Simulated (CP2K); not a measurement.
Crystal: NiMoIrPdW.

```
Ni Mo Pd Ir W
1.0
     2.74008    0.00000    0.00000
     0.00000    2.74008    0.00000
     1.37004   -1.37004    9.71647
Ni Mo Pd Ir W
1 1 1 1 1
Direct
  0.19862 0.80138 0.60276
  0.60922 0.39078 0.78156
  0.79310 0.20690 0.41380
  0.39944 0.60056 0.20112
  0.99565 0.00435 0.00870
```

The cell was built by a generator and needn't be a form met in nature.

Base run:

* Program: CP2K 2026.2
* Functional: RPBE
* Potentials or basis: GTH_POTENTIALS Ni GTH-PBE-q18, Pd GTH-PBE-q18, Ir GTH-PBE-q17, W GTH-PBE-q14; POTENTIAL_UZH Mo GTH-PBE-q14; TZVP-MOLOPT-SR-GTH, TZVP-MOLOPT-PBE-GTH basis
* Density cutoff: 13606 eV
* k mesh: 10 × 10 × 10
* Occupations: fermi-dirac, width 0.05 eV
* Spin: collinear spin, ferromagnetic start
* Starting moments: [1.0, 1.0, 0.0, 0.6, 0.0] μB

Its results: pressure 3.4 GPa.

Problem. After a change of settings the same cell gave: pressure -5.7 GPa. Which change was it?
A. functional from RPBE to r2SCAN
B. functional from RPBE to PBE; density cutoff from 13606 eV to 8163 eV; cutoff of the grids from 1000 Ry to 600 Ry
C. functional from RPBE to LDA
D. functional from RPBE to PBEsol

Solution. A.

Caveats: the potentials were made for another functional, which shifts forces and pressure; the basis of atomic orbitals isn't converged, which shifts pressures, moduli and gaps; the total moment is fixed, so each spin has its own Fermi level.
